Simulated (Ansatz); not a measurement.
# U-r2SCAN/aug-cc-pVDZ run of CH3BCl (SMILES C[B]Cl)

Aim: the electronic atomisation energy of CH3BCl at U-r2SCAN/aug-cc-pVDZ, from 5 runs. 

Program for the calculation: Ansatz 0.2.0.

70 further runs of the same task are left out: 70 set aside as unsound or not needed.

**1. The structure to begin with**

CH3BCl has 6 atoms, charge 0, and is taken as a doublet. SMILES: `C[B]Cl`. The coordinates come from a PBE0-D4/def2-TZVP relaxation.

Bond lengths: C1–B2 1.544 Å, B2–Cl3 1.727 Å, C1–H4 1.099 Å, C1–H5 1.095 Å, C1–H6 1.091 Å. Angles: C1–B2–Cl3 126.1°, B2–C1–H4 106.5°, B2–C1–H5 113.2°, B2–C1–H6 113.0°, H4–C1–H5 107.2°, H4–C1–H6 106.6°, H5–C1–H6 109.9°.

**2. A single-point energy at U-r2SCAN/aug-cc-pVDZ**

run.yaml reads:

```yaml
basis:
  gaussian:
    orbitals: aug-cc-pVDZ
crystal:
  periodic: [false, false, false]
  atoms:
    - {symbol: C, position_ang: [-0.289900, 0.325200, -0.312400]}
    - {symbol: B, position_ang: [0.195300, -1.059500, 0.167700]}
    - {symbol: Cl, position_ang: [1.467800, -1.355700, 1.297800]}
    - {symbol: H, position_ang: [-1.073500, 0.641700, 0.390700]}
    - {symbol: H, position_ang: [0.494200, 1.088800, -0.289700]}
    - {symbol: H, position_ang: [-0.752000, 0.295400, -1.300400]}
magnetization:
  spin_polarized: true
  initial_magnetization: 1
hamiltonian:
  xc: {name: r2SCAN}
accuracy: high
output: {orbitals: {seedname: orbitals}}
```

Run with:

```sh
$ ansatz run run.yaml --threads 1 --pin off --max-ram 3480MiB --events-out events.jsonl --progress --plain --runs-dir runs
```

The program printed:

```text
Warning: RAYON_NUM_THREADS=1 ignored (pool sized by the plan → 1); use --threads N
Functional definition: r2SCAN
  name "r2SCAN"
  parameter k0 = 0.174
  parameter k1 = 0.065
  parameter a1 = 4.9479
  exchange = r2scan_x(k0 = k0, k1 = k1, a1 = a1)
  correlation = r2scan_c
1975 factors; integrals over basis functions are off by at most 3.8e-9 eV
mean field evaluation 1: about -14273.6191 eV, gradient 4.2e1 eV
mean field evaluation 2: about -14264.5488 eV, gradient 5.4e1 eV
mean field evaluation 4: about -14282.3819 eV, gradient 4.1e0 eV
mean field evaluation 8: about -14282.4764 eV, gradient 2.4e-2 eV
mean field evaluation 16: about -14282.4764 eV, gradient 3.5e-5 eV
mean field -14282.47639262 eV, -524.8713264186 hartree, gradient 4.1e-8 eV, S^2 0.753397; 0 other end points of the search recorded, 0 dependent functions left out
reference -14282.47640366 eV, -524.8713268242 hartree; 16, 15 occupied and 84, 85 virtual orbitals, 1975 factors
Total energy: -14282.47640366 eV, -524.8713268242 hartree
```

Run time: 20 s. Hardware: 1 thread of Arm Neoverse V1, shared host; peak memory 0.42 GiB.

**3. The B atom, same level**

job.yaml reads:

```yaml
crystal:
  periodic: [false, false, false]
  atoms:
    - symbol: B
      position_ang: [0.000000, 0.000000, 0.000000]
basis:
  gaussian:
    orbitals: aug-cc-pVDZ
magnetization:
  spin_polarized: true
  initial_magnetization: 1
accuracy: high
hamiltonian:
  xc: {name: r2SCAN}
```

Run the same way, it converges to -24.63471 Eh (log not shown).

**4. The C atom at the same level**

run.yaml reads:

```yaml
crystal:
  periodic: [false, false, false]
  atoms:
    - symbol: C
      position_ang: [0.000000, 0.000000, 0.000000]
basis:
  gaussian:
    orbitals: aug-cc-pVDZ
magnetization:
  spin_polarized: true
  initial_magnetization: 2
hamiltonian:
  xc: r2scan
accuracy: high
```

Run the same way, it converges to -37.82784 Eh (log not shown).

**5. The Cl atom**

in.yaml reads:

```yaml
crystal:
  periodic: [false, false, false]
  atoms:
    - {symbol: Cl, position_ang: [0.000000, 0.000000, 0.000000]}
basis:
  gaussian: {orbitals: aug-cc-pVDZ}
magnetization: {spin_polarized: true, initial_magnetization: 1}
hamiltonian: {xc: r2scan}
accuracy: high
```

Run with:

```sh
$ ansatz run in.yaml --threads 1 --pin off --max-ram 3480MiB --events-out events.jsonl --progress --plain --runs-dir runs
```

The program printed, shortened:

```text
Warning: RAYON_NUM_THREADS=1 ignored (pool sized by the plan → 1); use --threads N
[... 7 set-up lines as earlier in the session ...]
231 factors; integrals over basis functions are off by at most 3.0e-9 eV
mean field evaluation 1: about -12520.1665 eV, gradient 3.5e0 eV
mean field evaluation 2: about -12520.2422 eV, gradient 1.4e0 eV
mean field evaluation 4: about -12520.2530 eV, gradient 1.7e-2 eV
mean field evaluation 8: about -12520.2547 eV, gradient 8.9e-4 eV
mean field evaluation 16: about -12520.0483 eV, gradient 5.2e0 eV
mean field evaluation 32: about -12520.2547 eV, gradient 2.1e-8 eV
mean field -12520.25473618 eV, -460.1108750211 hartree, gradient 4.5e-8 eV, S^2 0.753916; 6 other end points of the search recorded, 0 dependent functions left out
reference -12520.25474162 eV, -460.1108752212 hartree; 9, 8 occupied and 18, 19 virtual orbitals, 231 factors
Total energy: -12520.25474162 eV, -460.1108752212 hartree
```

Wall time 4.8 s (1 thread of Arm Neoverse V1, shared host); peak memory 0.12 GiB.

**6. The H atom**

job.yaml reads:

```yaml
crystal:
  periodic: [false, false, false]
  atoms:
    - symbol: H
      position_ang: [0.000000, 0.000000, 0.000000]
basis:
  gaussian:
    orbitals: aug-cc-pVDZ
hamiltonian:
  xc: {name: r2SCAN}
accuracy: high
magnetization:
  spin_polarized: true
  initial_magnetization: 1
```

Run the same way, it converges to -0.49947 Eh (log not shown).

**7. Outcome**

At U-r2SCAN/aug-cc-pVDZ:

| quantity | value |
| --- | --- |
| molecule: total energy | -524.87133 Eh |
| molecule: HOMO energy (highest over α and β) | -4.81 eV |
| molecule: LUMO energy (lowest over α and β) | -2.20 eV |
| molecule: ⟨S²⟩ | 0.753 |
| B atom: total energy | -24.63471 Eh |
| B atom: ⟨S²⟩ | 0.757 |
| C atom: total energy | -37.82784 Eh |
| C atom: ⟨S²⟩ | 2.006 |
| Cl atom: total energy | -460.11088 Eh |
| Cl atom: ⟨S²⟩ | 0.754 |
| H atom: total energy | -0.49947 Eh |
| H atom: ⟨S²⟩ | 0.750 |
| electronic atomisation energy | 21.755 eV |

In words: Taking the molecule apart into free atoms costs 21.76 eV (502 kcal/mol), before zero-point energy and without spin-orbit coupling.
